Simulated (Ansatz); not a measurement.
# CH3Cl3SSi: small, medium and large basis sets

The task here is to estimate one member of a computed series from the others.

The runs use Ansatz 0.2.0, Gaussian basis; one geometry, several basis sets.

The runs, in order: PBE0-D4/def2-SVP; ωB97M-V/def2-SVP; PBE0-D4/def2-QZVPP; ωB97M-V/def2-QZVPP; the functionals' def2-TZVPP values are taken from earlier runs.

## Structure used throughout

The geometry comes from an earlier relaxation with PBE0-D4 in a triple-zeta def2 set; it is a stationary point, not always the lowest conformer.

SMILES `CS[Si](Cl)(Cl)Cl`, 9 atoms, charge 0, spin multiplicity 1.

Atoms are counted from 1 here; the program's logs count them from 0.

Bond lengths: C1–S2 1.818 Å, C1–H7 1.089 Å, C1–H8 1.089 Å, C1–H9 1.089 Å, S2–Si3 2.093 Å, Si3–Cl4 2.039 Å, Si3–Cl5 2.027 Å, Si3–Cl6 2.039 Å. Angles: S2–C1–H7 110.9°, S2–C1–H8 110.9°, S2–C1–H9 105.9°, H7–C1–H8 110.5°, H7–C1–H9 109.3°, H8–C1–H9 109.3°, C1–S2–Si3 99.4°, S2–Si3–Cl4 112.1°, S2–Si3–Cl5 107.0°, S2–Si3–Cl6 112.1°, Cl4–Si3–Cl5 109.6°, Cl4–Si3–Cl6 106.4°, Cl5–Si3–Cl6 109.6°.

The first run:

File in.yaml:

```yaml
crystal:
  periodic: [false, false, false]
  atoms:
    - {symbol: C, position_ang: [-0.036772, -1.321230, 0.863544]}
    - {symbol: S, position_ang: [1.208679, -0.591718, -0.241325]}
    - {symbol: Si, position_ang: [0.181920, 1.137881, -0.821124]}
    - {symbol: Cl, position_ang: [-1.579877, 0.709376, -1.753478]}
    - {symbol: Cl, position_ang: [1.394648, 2.149216, -2.092632]}
    - {symbol: Cl, position_ang: [-0.281972, 2.325811, 0.769640]}
    - {symbol: H, position_ang: [-0.246921, -0.659143, 1.702151]}
    - {symbol: H, position_ang: [-0.951637, -1.550021, 0.319104]}
    - {symbol: H, position_ang: [0.400433, -2.246374, 1.236919]}
basis:
  gaussian: {orbitals: def2-SVP}
hamiltonian: {xc: pbe0, dispersion: d4}
output: {orbitals: {seedname: orbitals}}
```

Started as:

```sh
$ ansatz run in.yaml --threads 4 --pin off --events-out ev --progress --plain --max-ram 11315MiB
```

Among the steps run: PBE0-D4 in def2-SVP; ωB97M-V in def2-SVP; PBE0-D4 in def2-QZVPP; ωB97M-V in def2-QZVPP.

One of the session's tables, all rows but one given; the rest of the session is left out.

It belongs to the step «Density functionals: the series». 

| functional | basis | HOMO (eV) | LUMO (eV) |
| --- | --- | --- | --- |
| PBE0-D4 | def2-SVP | ? | ? |
| PBE0-D4 | def2-TZVPP | -7.62 | -0.50 |
| PBE0-D4 | def2-QZVPP | -7.65 | -0.64 |
| ωB97M-V | def2-SVP | -9.72 | 1.98 |
| ωB97M-V | def2-TZVPP | -9.80 | 1.49 |
| ωB97M-V | def2-QZVPP | -9.84 | 1.15 |

**Question.** Estimate the row for PBE0-D4, def2-SVP.

**Answer.** HOMO (eV): -7.58; LUMO (eV): -0.14. In the column «HOMO (eV)» it is the highest.
